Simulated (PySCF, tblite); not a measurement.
# C3H8ClFSi: geometry, infrared bands and NMR shifts

Aim: predict the infrared bands and NMR shifts of C3H8ClFSi (`CC[Si@H](F)CCl`).

The runs use tblite 0.8.0 and PySCF 2.14.0, with density-fitted response routines of our own; the level of theory stands in each step. All values are computed, except where a source is named. Atoms are numbered from 0 throughout.

## 1. The molecule as given

14 atoms, charge 0, multiplicity 1; geometry from: force field or distance geometry start.

Bonds of the start (Å): C0–C1 1.53, C1–Si2 1.89, Si2–F3 1.60, Si2–C4 1.84, C4–Cl5 1.78, C0–H6 1.10, C0–H7 1.09, C0–H8 1.09, C1–H9 1.08, C1–H10 1.09, Si2–H11 1.49, C4–H12 1.09, C4–H13 1.08.

## 2. Optimising the geometry with GFN2-xTB

The job: settings as JSON, then the geometry in Å.

```
{"job": {"kind": "relax", "xc": "GFN2-xTB", "basis": "xTB"}, "charge": 0, "multiplicity": 1}
C     -1.372300     0.807600     0.885800
C     -1.058900     0.317600    -0.524900
Si     0.335000    -0.953500    -0.624900
F     -0.143200    -2.231300     0.202900
C      1.916700    -0.351900     0.089500
Cl     2.472800     1.086700    -0.807400
H     -2.205400     1.532300     0.844600
H     -1.675600    -0.008300     1.547700
H     -0.516100     1.308200     1.345800
H     -0.800200     1.172400    -1.138400
H     -1.961600    -0.130300    -0.950500
H      0.490300    -1.374600    -2.042600
H      2.698300    -1.106000     0.019100
H      1.819500    -0.069400     1.131100
```

Started as:

```console
OMP_NUM_THREADS=1 python probes_run.py task.json out
```

One launch serves the whole session: the jobs run in the order shown.

**Question.** This job is followed by: GFN2-xTB harmonic vibrations, gas phase; GIAO PBE0/pcSseg-1 NMR shielding, non-relativistic, gas phase. Predict these results of the whole session: strongest single infrared mode (GFN2-xTB); zero-point energy (GFN2-xTB); 13C shifts against TMS (PBE0/pcSseg-1); 1H shifts against TMS (PBE0/pcSseg-1, means over atoms taken as alike); 29Si shifts against TMS (PBE0/pcSseg-1); 19F shifts against CFCl3 (PBE0/pcSseg-1); 35Cl shifts against HCl (PBE0/pcSseg-1).

**Answer**, as computed:

| quantity | value |
| --- | --- |
| strongest single infrared mode (GFN2-xTB) | 809 cm⁻¹, 269 km/mol |
| zero-point energy (GFN2-xTB) | 65.1 kcal/mol |
| 13C shifts against TMS (PBE0/pcSseg-1) | 28.9, 8.4, 7.2 ppm |
| 1H shifts against TMS (PBE0/pcSseg-1, means over atoms taken as alike) | 5.08, 3.24, 3.16, 1.18, 0.98, 0.94 ppm |
| 29Si shifts against TMS (PBE0/pcSseg-1) | 13.2 ppm |
| 19F shifts against CFCl3 (PBE0/pcSseg-1) | -208.3 ppm |
| 35Cl shifts against HCl (PBE0/pcSseg-1) | -23 ppm |

Over 38 steps the energy fell by 0.110 eV; of the close pairs, Si2–C4 changed most, 1.837 to 1.910 Å. All 36 modes are real, so the xTB geometry is a minimum. The strongest single mode, at 809 cm⁻¹, moves mainly Si2 and F3. Unscaled tight-binding wavenumbers are off by several per cent, some by more. Its intensities can rank the bands wrongly. At PBE0/pcSseg-1: The widest tensor belongs to Cl5: span 242 ppm, with a paramagnetic part of -174 ppm.
